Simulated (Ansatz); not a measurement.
# OTi: the cost of one run

Program: Ansatz 0.2.0, Gaussian basis. Level of theory: def2-QZVPP, core rule «outside noble gas», up to 10 orbitals frozen. These are calculated values, not measurements.

To be run: UHF; ROHF; CCSD(T) on UHF.

2 further runs of the same task are left out: 2 set aside as unsound or not needed.

**1. The geometry**

The geometry is a PBE0/def2-TZVP stationary point (not a proven minimum) of the parent state, kept for this charge and spin.

2 atoms, charge 1, spin multiplicity 2.

Atoms are counted from 1 here; the program's logs count them from 0.

Bond lengths: Ti1–O2 1.581 Å.

**2. UHF**

Contents of in.yaml:

```yaml
crystal:
  periodic: [false, false, false]
  atoms:
    - {symbol: Ti, position_ang: [0.000000, 0.000000, 0.000000]}
    - {symbol: O, position_ang: [0.000000, 0.000000, 1.581349]}
basis:
  gaussian: {orbitals: "def2-QZVPP.json"}
total_charge: 1
magnetization: {spin_polarized: true, initial_magnetization: 1}
hamiltonian: {xc: hf}
output: {orbitals: {seedname: orbitals}}
```

On the command line:

```console
$ ansatz run in.yaml --threads 1 --pin off --events-out ev --progress --plain --max-ram 3968MiB --backend cpu
```

Q: Estimate wall time and peak memory on 1 thread of AMD EPYC 7R13, shared host.

About 22 s, with a peak of 0.38 GiB.
